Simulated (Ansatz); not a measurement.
# C₂H₉BSi₂: one species, many methods

An exercise on one series of results from a longer session: the logs are not shown, and one member is left open.

Method: functionals in def2-TZVPP, the program's frozen cores in correlated methods; program: Ansatz 0.2.0, Gaussian basis.

The runs, in order: PBE-D4, r2SCAN-D4, PBE0-D4, B3LYP-D4, ωB97X-V, ωB97M-V, B2PLYP; CCSD(T)/def2-TZVPP; MP2/def2-QZVPP; extrapolation to the limit.

### The relaxed structure

All runs share one geometry, relaxed beforehand with PBE0-D4 in a triple-zeta def2 set.

SMILES `CB[SiH]1C[SiH2]1`, 14 atoms, charge 0, spin multiplicity 1.

Atoms are counted from 1 here; the program's logs count them from 0.

Bond lengths: C1–B2 1.581 Å, C1–H6 1.096 Å, C1–H7 1.093 Å, C1–H8 1.095 Å, B2–Si3 1.944 Å, B2–H9 1.208 Å, Si3–C4 1.884 Å, Si3–Si5 2.380 Å, Si3–H10 1.500 Å, C4–Si5 1.892 Å, C4–H11 1.086 Å, C4–H12 1.089 Å, Si5–H13 1.478 Å, Si5–H14 1.483 Å. Angles: B2–C1–H6 110.5°, B2–C1–H7 114.4°, B2–C1–H8 110.5°, H6–C1–H7 107.4°, H6–C1–H8 106.0°, H7–C1–H8 107.7°, C1–B2–Si3 123.0°, C1–B2–H9 119.0°, Si3–B2–H9 114.1°, B2–Si3–C4 104.7°, B2–Si3–Si5 61.8°, B2–Si3–H10 119.3°, C4–Si3–Si5 51.1°, C4–Si3–H10 107.9°, Si5–Si3–H10 105.0°, Si3–C4–Si5 78.1°, Si3–C4–H11 117.4°, Si3–C4–H12 115.2° and more.

The first run:

in.yaml

```yaml
crystal:
  periodic: [false, false, false]
  atoms:
    - {symbol: C, position_ang: [-2.097949, 0.510250, -0.777228]}
    - {symbol: B, position_ang: [-0.568573, 0.110839, -0.813508]}
    - {symbol: Si, position_ang: [0.146330, -1.431331, 0.129687]}
    - {symbol: C, position_ang: [1.924369, -0.959364, 0.538190]}
    - {symbol: Si, position_ang: [1.044974, 0.713065, 0.636100]}
    - {symbol: H, position_ang: [-2.209246, 1.600393, -0.782378]}
    - {symbol: H, position_ang: [-2.643189, 0.130325, 0.090068]}
    - {symbol: H, position_ang: [-2.609000, 0.150948, -1.676243]}
    - {symbol: H, position_ang: [0.112230, 0.480517, -1.740847]}
    - {symbol: H, position_ang: [-0.512178, -1.886064, 1.397949]}
    - {symbol: H, position_ang: [2.352925, -1.367041, 1.449439]}
    - {symbol: H, position_ang: [2.621513, -1.015303, -0.295941]}
    - {symbol: H, position_ang: [1.659707, 1.798941, -0.156431]}
    - {symbol: H, position_ang: [0.765187, 1.134625, 2.030044]}
basis:
  gaussian: {orbitals: def2-TZVPP}
hamiltonian: {xc: pbe, dispersion: d4}
output: {forces: true, orbitals: {seedname: orbitals}}
```

The run is started by

```
$ ansatz run in.yaml --threads 4 --pin off --events-out ev --progress --plain --max-ram 10444MiB
```

Among the steps run: PBE-D4 (GGA); r2SCAN-D4 (meta-GGA); PBE0-D4 (hybrid); B3LYP-D4 (hybrid); ωB97X-V (range-separated); ωB97M-V (range-separated); B2PLYP (double hybrid); CCSD(T) in def2-TZVPP; MP2 in def2-QZVPP.

One table of the session follows, with a row left open; its other results are not shown here.

```
            method  atomisation energy (kcal/mol)
            PBE-D4                         1185.1
         r2SCAN-D4                         1178.5
           PBE0-D4                         1175.1
          B3LYP-D4                         1168.9
           ωB97X-V                         1172.9
           ωB97M-V                         1172.4
            B2PLYP                         1154.0
     HF/def2-TZVPP                          878.1
    MP2/def2-TZVPP                         1147.6
   CCSD/def2-TZVPP                         1124.0
CCSD(T)/def2-TZVPP                         1140.1
           MP2/CBS                              ?
       CCSD(T)/CBS                         1166.6
```

**Question.** Estimate the row for MP2/CBS.

As computed: atomisation energy (kcal/mol): 1174.2. In the column «atomisation energy (kcal/mol)» it lies between ωB97X-V (1172.9) and PBE0-D4 (1175.1).
